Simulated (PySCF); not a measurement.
# F2O2V ([VO2F2]-): the cost of one run

Computed with PySCF 2.14.0. Level: levels as typed in each script, gas phase, geometry from GFN2-xTB.

### Step 1. Where the work starts

5 atoms, charge -1, spin multiplicity 1.

Bond lengths: V1–O2 1.540 Å, V1–O3 1.541 Å, V1–F4 1.708 Å, V1–F5 1.707 Å. Angles: O2–V1–O3 109.8°, O2–V1–F4 108.5°, O2–V1–F5 108.5°, O3–V1–F4 108.6°, O3–V1–F5 108.8°, F4–V1–F5 112.7°.

Coordinates:

```xyz
5
F2O2V
V    -0.0002    0.0501    0.0000
O    -0.0030    0.9110   -1.2773
O     0.0051    0.9616    1.2425
F     1.4203   -0.8973    0.0123
F    -1.4216   -0.8952    0.0186
```

### Step 2. Localised orbitals (BP86/def2-svp)

input.py

```python
import numpy as np
from pyscf import gto, scf, dft, lo
from pyscf.data.elements import chemcore

def solve(mol, dm0=None, hcore=None):
    mf = (dft.UKS if mol.spin else dft.RKS)(mol, xc='bp86')
    mf.grids.level = 3
    mf = mf.density_fit(auxbasis='def2-universal-jkfit')
    mf.conv_tol, mf.max_cycle = 1e-8, 80
    if hcore is not None:
        mf.get_hcore = lambda *args: hcore
    mf.kernel(dm0)
    if not mf.converged:
        mf = mf.newton().run(mf.mo_coeff, mf.mo_occ, max_cycle=30)
    assert mf.converged, 'SCF not converged'
    return mf

mol = gto.M(atom='''
V     -0.00020     0.05009     0.00002
O     -0.00302     0.91097    -1.27732
O      0.00507     0.96163     1.24246
F      1.42031    -0.89734     0.01230
F     -1.42163    -0.89519     0.01863
''', basis='def2-svp', charge=-1, spin=0, verbose=4)
mf = solve(mol)
occ_all = mf.mo_coeff[:, mf.mo_occ > 0]
occ = occ_all[:, chemcore(mol):]
loc = lo.ibo.ibo(mol, occ, iaos=lo.iao.iao(mol, occ_all))
fock, s = mf.get_fock(), mf.get_ovlp()
ortho = lo.orth_ao(mol, 'meta_lowdin')
ortho = lo.vec_lowdin(lo.iao.iao(mol, occ_all), s)
labels = lo.iao.reference_mol(mol).ao_labels(fmt=None)
vir = lo.vvo.livvo(mol, occ_all, mf.mo_coeff[:, mf.mo_occ == 0])
both = np.hstack([loc, vir])
p = (ortho.T @ s @ both) ** 2
pop = np.array([p[[l[0] == a for l in labels]].sum(0) for a in range(mol.natm)])
spd = np.array([[p[[l[0] == a and l[2][-1] == k for l in labels]].sum(0) for k in 'spd'] for a in range(mol.natm)])
eps = np.einsum('pi,pq,qi->i', both, fock, both)
for i in np.argsort(eps):
    top = np.argsort(-pop[:, i])[:3]
    print('%3d %s %9.4f Eh ' % (i + 1, 'occ' if i < loc.shape[1] else 'vir', eps[i]), '  '.join('%s%d %.3f' % (mol.atom_symbol(a), a + 1, pop[a, i]) for a in top))
np.savez('result.npz', c=both, nocc=loc.shape[1], pop=pop, spd=spd, eps=eps, e=mf.e_tot)
```

Launch:

```
> OMP_NUM_THREADS=1 python input.py
```

Q: Estimate wall time and peak memory on 1 thread of Intel Xeon Platinum 8259CL at 2.50GHz (Skylake/Cascade Lake), shared host.

About 18 s, with a peak of 0.36 GiB.
